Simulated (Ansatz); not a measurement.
# InSb3: density of states with PBEsol

Crystal: InSb3.

```
Sb In
1.0
     4.80637    0.00000    0.00000
     0.00000    4.80637    0.00000
     0.00000    0.00000    4.80637
Sb In
3 1
Direct
  0.50000 0.50000 0.00000
  0.00000 0.50000 0.50000
  0.50000 0.00000 0.50000
  0.00000 0.00000 0.00000
```

The cell comes from a database or a generator and needn't be the stable form of this composition.

```
Program             : Ansatz 0.2.0
Task                : density of states
Functional          : PBEsol
Potentials or basis : all-electron PAW datasets made for the crystal
Cutoff              : 240 eV (chosen from the basis error)
k mesh              : 6 × 6 × 6
Occupations         : fermi-dirac, width 0.05 eV
Spin                : no spin polarisation
```

```json
{
  "Pressure": "-2.7 GPa",
  "Band gap on the k mesh": "none (metal or under the smearing width)"
}
```

Levels at points of the mesh, in eV from the Fermi level:
```tsv
k point	band 12	band 13	band 14	band 15	band 16	band 17
(0.00, 0.00, 0.00)	-3.61	0.43	0.43	0.43	1.72	1.72
(0.00, 0.00, -0.50)	-2.11	-2.11	-1.12	-0.86	1.98	2.16
(0.00, -0.50, -0.50)	-1.66	-1.34	-1.11	-1.11	-0.48	1.02
(-0.50, -0.50, -0.50)	-4.99	-4.82	3.49	3.49	3.55	3.55
```

States per cell in windows of 1 eV (zero at the Fermi level; states under -8 eV left out):
| from (eV) | total |
| --- | --- |
| -8.0 | 0.58 |
| -7.0 | 0.27 |
| -6.0 | 1.56 |
| -5.0 | 1.04 |
| -4.0 | 2.88 |
| -3.0 | 2.00 |
| -2.0 | 2.16 |
| -1.0 | 2.07 |
| 0.0 | 2.76 |
| 1.0 | 3.27 |
| 2.0 | 2.75 |
| 3.0 | 1.45 |
| 4.0 | 1.35 |
| 5.0 | 0.44 |
| 6.0 | 0.00 |

Wall time 5.4 s on 2 threads of Arm Neoverse V1, on a shared host, peak memory 0.56 GiB.

Caveat: the program warned that the printed levels may be off, so bands, gaps and densities of states are rough. The run has no spin-orbit coupling, so splittings on Sb are missing.
